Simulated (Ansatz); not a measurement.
# GdAgSe2: the cost of one run

Program: Ansatz 0.2.0. Level of theory: DFT PBEsol+U (U_eff = 5 eV on Gd f), plane waves, PAW, no spin–orbit coupling unless a run says so. These are calculated values, not measurements.

## Step 1: The structure to begin with

Symmetry: P-3m1, No. 164, trigonal system. The conventional cell has a = 4.103 Å, b = 4.103 Å, c = 6.706 Å, α = 90.00°, β = 90.00°, γ = 120.00°. Around Ag (site symmetry -3m) lie 6 Se at 2.91 Å. Gd (site symmetry -3m) has 6 Se at 2.90 Å as nearest neighbours. Se (site symmetry 3m) is surrounded by 3 Gd at 2.90 Å and 3 Ag at 2.91 Å.

Structure file:

```xyz
4
Lattice="4.1033 0.0000 0.0000 -2.0516 3.5535 0.0000 0.0000 0.0000 6.7057" Properties=species:S:1:pos:R:3 pbc="T T T"
Ag    0.0000    0.0000    3.3528
Gd    0.0000    0.0000    0.0000
Se    0.0000    2.3690    1.6702
Se    2.0516    1.1845    5.0355
```

## Step 2: Ferromagnetic start, free, symmetry kept, no search

input.yaml reads:

```yaml
crystal:
  lattice:
    - [4.10326845, 0.0, 0.0]
    - [-2.05163423, 3.55353472, 0.0]
    - [0.0, 0.0, 6.70568432]
  atoms:
    - { symbol: Ag, position: [0.0, 0.0, 0.5] }
    - { symbol: Gd, position: [0.0, 0.0, 0.0], spin: 7.0 }
    - { symbol: Se, position: [0.3333333333, 0.6666666667, 0.2490769] }
    - { symbol: Se, position: [0.6666666667, 0.3333333333, 0.7509231] }
basis:
  ecutwfc: 420
  ecutrho_ratio: 4
kpoints:
  mp_grid: { grid: [5, 5, 3] }
hamiltonian:
  xc: pbesol
  hubbard: { sites: [{ site: 1, l: f, u_eff: 5.0 }] }
scf:
  occupations: { method: gaussian, width: 0.05 }
  lower_state_search: "off"
  max_iter: 150
output:
  forces: true
  stress: true
  eigenvalues: true
  populations: true
  hubbard: { sites: [{ site: 1, l: f }] }
magnetization:
  spin_polarized: true
```

Command:

```bash
ansatz run input.yaml --threads 4 --pin off --max-ram 6144MiB --backend cpu --events-out ev --progress --plain --runs-dir out
```

**Question.** How long does this run take on 4 threads of Arm Neoverse V1, shared host, and how much memory does it need?

About 4.2 s, with a peak of 0.55 GiB.
